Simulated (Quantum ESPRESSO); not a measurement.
The system is TaWC2.

```
CELL_PARAMETERS angstrom
1.57186 0.90751 5.10162
-1.57186 0.90751 5.10162
0.00000 -1.81502 5.10162
ATOMIC_POSITIONS crystal
W 0.00000 0.00000 0.00000
Ta 0.50000 0.50000 0.50000
C 0.25093 0.25093 0.25093
C 0.74907 0.74907 0.74907
```

The cell comes from a database or a generator and needn't be the stable form of this composition.

| Item | Value |
| --- | --- |
| Program | Quantum ESPRESSO 7.5 |
| Task | Wannier functions |
| Functional | LDA |
| Potentials or basis | GBRV 1.5 LDA |
| Cutoff | 762 eV |
| Density cutoff | 6095 eV |
| k mesh | 8 × 8 × 8 |
| Occupations | fermi-dirac, width 0.05 eV |
| Spin | no spin polarisation |
| Form of the LDA correlation | PZ81 |
| Mixing beta | 0.5 |
| Most SCF iterations | 120 |
| SCF threshold | 8e-10 Ry |
| k mesh for the Wannier functions | 6 × 6 × 6 |
| Projections | W spd, Ta spd, C sp |

Start: atomic projections with disentanglement, frozen window up to 1.0 eV over the reference level; the lowest 8 bands are left out. The reference level is the Fermi level, or the middle of the gap.

Question: With atomic projections with disentanglement, how many functions result, how localised are they, and how well do they interpolate the bands?

Answer: 26 functions with spreads from 0.59 to 1.52 Å², 29.1 Å² in all; they miss the direct bands by 8 meV (root mean square).

Wannier functions:
```csv
function,nearest atom,distance (Å),spread (Å²),on-site energy from the reference level (eV)
1,1 W,0.83,1.48,5.88
2,1 W,0.88,1.45,5.82
3,1 W,0.82,1.51,5.96
4,1 W,0.83,1.48,5.88
5,1 W,0.88,1.45,5.82
6,1 W,0.00,0.99,1.10
7,1 W,0.00,0.95,1.39
8,1 W,0.82,1.51,5.99
9,1 W,0.00,1.13,0.12
10,2 Ta,0.78,1.51,5.78
11,2 Ta,0.91,1.46,6.27
12,2 Ta,0.77,1.47,5.43
13,2 Ta,0.78,1.52,5.84
14,2 Ta,0.91,1.46,6.28
15,2 Ta,0.02,1.00,2.87
16,2 Ta,0.02,1.00,2.91
17,2 Ta,0.77,1.47,5.44
18,2 Ta,0.78,1.51,5.79
19,3 C,0.36,0.59,0.04
20,3 C,0.36,0.59,-0.02
21,3 C,0.36,0.59,0.00
22,3 C,0.36,0.59,0.00
23,4 C,0.36,0.59,0.03
24,4 C,0.36,0.59,-0.03
25,4 C,0.36,0.59,0.00
26,4 C,0.36,0.59,0.01
```

Parts of the spread (Å²): invariant 23.36, diagonal 0.021, off-diagonal 5.68, total 29.06. Against the direct bands the interpolation misses by 8 meV (root mean square) and 89 meV at most, for states up to 1 eV over the reference level.

Caveat: spin-orbit coupling is left out, which moves the levels of the heavy elements; the Wannier minimisation didn't converge.
